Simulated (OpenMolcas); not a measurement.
# Ta³⁺ among point charges: CASSCF levels and susceptibility

How does a field of 6 point charges split the states of Ta³⁺, and what χT follows?

Method: state-averaged CASSCF, spin-orbit coupling by RASSI with atomic mean-field integrals. Code: OpenMolcas 26.06.

1 further run of the same task is left out (it didn't finish).

### Step 1. The system

| Quantity | Value |
| --- | --- |
| Species | Ta³⁺ (tantalum, Z = 73, 70 electrons) |
| Basis | ANO-RCC-VDZP [7s6p4d2f1g], 68 functions |
| Scalar Hamiltonian | DKH2, point nucleus |
| Inactive shells | 1s 2s 2p 3s 3p 3d 4s 4p 4d 4f 5s 5p |
| Active space | 2 electrons in 5 orbitals (5d) |
| Some configurations of this space | 5d2 |
| Orbitals | optimised for each spin and parity, averaged over all roots |

Outer shells as boxes (Hund's rule):

5d2
```
5d [↑ ][↑ ][  ][  ][  ]
```

The ion sits among 6 point charges of -1.5 e arranged as a trigonal prism (D3h), 1.61 Å from the ion. The active orbitals were held to one l.

The work runs as a chain of OpenMolcas steps in one folder; each step below is one input file. Labels, J, g values, rates, χT and fits are worked out afterwards by a script from the matrices that RASSI stores.

### Step 2. GATEWAY and SEWARD: basis and integrals

a.inp reads:

```
&GATEWAY
Coord
1

Ta 0.0 0.0 0.0
Basis=ANO-RCC-VDZP
Group=NoSym
NoMove
AngMom=0.0 0.0 0.0
AMFI
XField
6 Angstrom 0
1.216924 0.000000 1.054133 -1.500000
-0.608462 1.053887 1.054133 -1.500000
-0.608462 -1.053887 1.054133 -1.500000
1.216924 0.000000 -1.054133 -1.500000
-0.608462 1.053887 -1.054133 -1.500000
-0.608462 -1.053887 -1.054133 -1.500000
&SEWARD
```

Command:

```
$ OMP_NUM_THREADS=1 MOLCAS_MEM=1689 MOLCAS_PROJECT=a pymolcas a.inp > a.log
```

### Step 3. Reference wave functions, triplets, 10 roots

a.inp reads:

```
&RASSCF
FileOrb=start.orb
Symmetry=1
Spin=3
nActEl=2 0 0
Inactive=34
Ras2=5
CIRoot=10 10 1
SDav=10
CIMx=300
Iter=120 100
PrWF=0.3
OrbListing=Nothing
MaxOrb=0
SupSym
1
20 10 11 12 13 14 19 20 21 22 23 35 36 37 38 39 48 49 50 51 52
>>> COPY $Project.JobIph JOB001
```

start.orb holds the contracted functions of the basis, ordered by shell, or the orbitals of the step before.

### Step 4. Reference wave functions, singlets, 15 roots

a.inp reads:

```
&RASSCF
FileOrb=start.orb
Symmetry=1
Spin=1
nActEl=2 0 0
Inactive=34
Ras2=5
CIRoot=15 15 1
SDav=15
CIMx=300
Iter=120 100
PrWF=0.3
OrbListing=Nothing
MaxOrb=0
SupSym
1
20 10 11 12 13 14 19 20 21 22 23 35 36 37 38 39 48 49 50 51 52
>>> COPY $Project.JobIph JOB002
```

### Step 5. RASSI: spin-orbit coupling between the states

a.inp reads:

```
&RASSI
NrOfJobIphs=2 10 15
1 2 3 4 5 6 7 8 9 10
1 2 3 4 5 6 7 8 9 10 11 12 13 14 15
IphNames
JOB001
JOB002
EJob
SpinOrbit
DIPRint=1.0
SOCoupling=1000.0
Subsets=2
Property=9
'ANGMOM' 1 'ANGMOM' 2 'ANGMOM' 3 'MLTPL  1' 1 'MLTPL  1' 2 'MLTPL  1' 3
'AMFI' 1 'AMFI' 2 'AMFI' 3
SOProperty=3
'ANGMOM' 1 'ANGMOM' 2 'ANGMOM' 3
```

Before running it: what results should come out? Wanted: spin-free ground state; first state of the same spin within the active space; lowest level; next level.

As calculated:

| quantity | value |
| --- | --- |
| method | CASSCF |
| spin-free ground state | 3E, 2-fold in its orbital part |
| first state of the same spin within the active space | 3A2 at 1330 cm⁻¹ |
| lowest level | 2-fold E, g = 0.00, 0.00, 0.01 |
| next level | 1141.6 cm⁻¹ |
| χT at 300 K | 0.15 cm³ K/mol |
| effective moment at 300 K | 1.11 μB |

The spin-free ground state (3E) comes to 100 % from free-ion F terms and keeps the highest spin of the shell. χT at 300 K is 0.15, against 1.00 cm³ K/mol for the spin alone, so spin-orbit coupling lowers it. The field of point charges can differ much from that of real complexes. This is an electrostatic model: the charges have no orbitals.
